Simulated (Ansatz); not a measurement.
This script for a polarisability from point charges of CH6AlClSi, SMILES [CH3][AlH][SiH2]Cl with the Python package of Ansatz (0.2.0) holds a mistake.

Script `ch6alclsi.py`:
```python
"""Dipole of CH6AlClSi in the field of point charges."""

import ansatz as az
import numpy as np


def main() -> None:
    geometry_ang = [
        ("C", [-1.6131, 0.5584, -0.6611]),
        ("Al", [-0.4195, -0.8078, -0.0214]),
        ("Si", [1.6913, -0.1954, 0.7488]),
        ("Cl", [2.8435, 0.7841, -0.7734]),
        ("H", [-1.1944, 1.1323, -1.5431]),
        ("H", [-1.8683, 1.3369, 0.146]),
        ("H", [-2.584, 0.136, -0.9992]),
        ("H", [-0.8208, -2.3216, -0.044]),
        ("H", [1.5877, 0.7274, 1.9533]),
        ("H", [-1.6131, 0.5584, -0.6611]),
    ]
    system = az.Crystal.molecule()
    for symbol, xyz in geometry_ang:
        system = system.atom(symbol, xyz)

    base = system.calculation().basis(gaussian="def2-SVPD").functional("hf").forces()
    # charges +q and -q at -R and +R make a nearly even field 2 k q / R^2 at the centre
    centre = np.mean([site.position_ang for site in system.cartesian_sites], axis=0)
    field = 2 * 14.399645 * 4.0 / 30.0 ** 2


    def dipole(axis, sign):
        arm = 30.0 * np.eye(3)[axis]
        pair = [{"charge": sign * 4.0, "position_ang": (centre - arm).tolist()}, {"charge": -sign * 4.0, "position_ang": (centre + arm).tolist()}]
        deck = base.input().set(az.key.basis.gaussian.point_charges, pair)
        return np.array(az.Session.from_dict(deck).plan().execute().report["charge_distribution"]["dipole_moment_e_ang"])


    print(f"field {field:.4f} V/A")
    alpha = np.array([(dipole(axis, 1) - dipole(axis, -1)) / (2 * field) * 14.399645 for axis in range(3)])
    print("polarisability tensor (A^3)")
    print(np.array2string(alpha, precision=3, suppress_small=True))
    print(f"mean {np.trace(alpha) / 3:.3f} A^3 = {np.trace(alpha) / 3 / 0.14818471:.2f} bohr^3")


if __name__ == "__main__":
    main()
```

Output of `python ch6alclsi.py`:
```text
field 0.1280 V/A
Traceback (most recent call last):
  File "ch6alclsi.py", line 45, in <module>
    main()
    ~~~~^^
  File "ch6alclsi.py", line 38, in main
    alpha = np.array([(dipole(axis, 1) - dipole(axis, -1)) / (2 * field) * 14.399645 for axis in range(3)])
                       ~~~~~~^^^^^^^^^
  File "ch6alclsi.py", line 34, in dipole
    return np.array(az.Session.from_dict(deck).plan().execute().report["charge_distribution"]["dipole_moment_e_ang"])
                    ~~~~~~~~~~~~~~~~~~~~^^^^^^
  ...
ansatz.GaussianBasisError: two nuclei lie on one point
```
(Library frames cut from the traceback.)

Find the fault and give the corrected script.

The fault: two atoms almost overlap. The change:

```diff
--- before
+++ after
@@ -17,3 +17,3 @@
         ("H", [1.5877, 0.7274, 1.9533]),
-        ("H", [-1.6131, 0.5584, -0.6611]),
+        ("H", [2.4607, -1.4015, 1.1971]),
     ]
```

After the fix:

```console
$ python ch6alclsi.py
field 0.1280 V/A
polarisability tensor (A^3)
[[12.751  0.48   0.072]
 [ 0.473 11.189 -0.606]
 [ 0.084 -0.603 10.714]]
mean 11.551 A^3 = 77.95 bohr^3
```

The geometry is a force-field or estimated start, not a minimum of this method, and the basis set is short of its limit. The field of two point charges is only nearly even. It ran for 24 s on 1 thread of Intel(R) Xeon(R) Platinum 8375C CPU @ 2.90GHz (Ice Lake) (shared host), peak memory 0.38 GiB.

(Lines on the test bed's own set-up are left out of the output.)
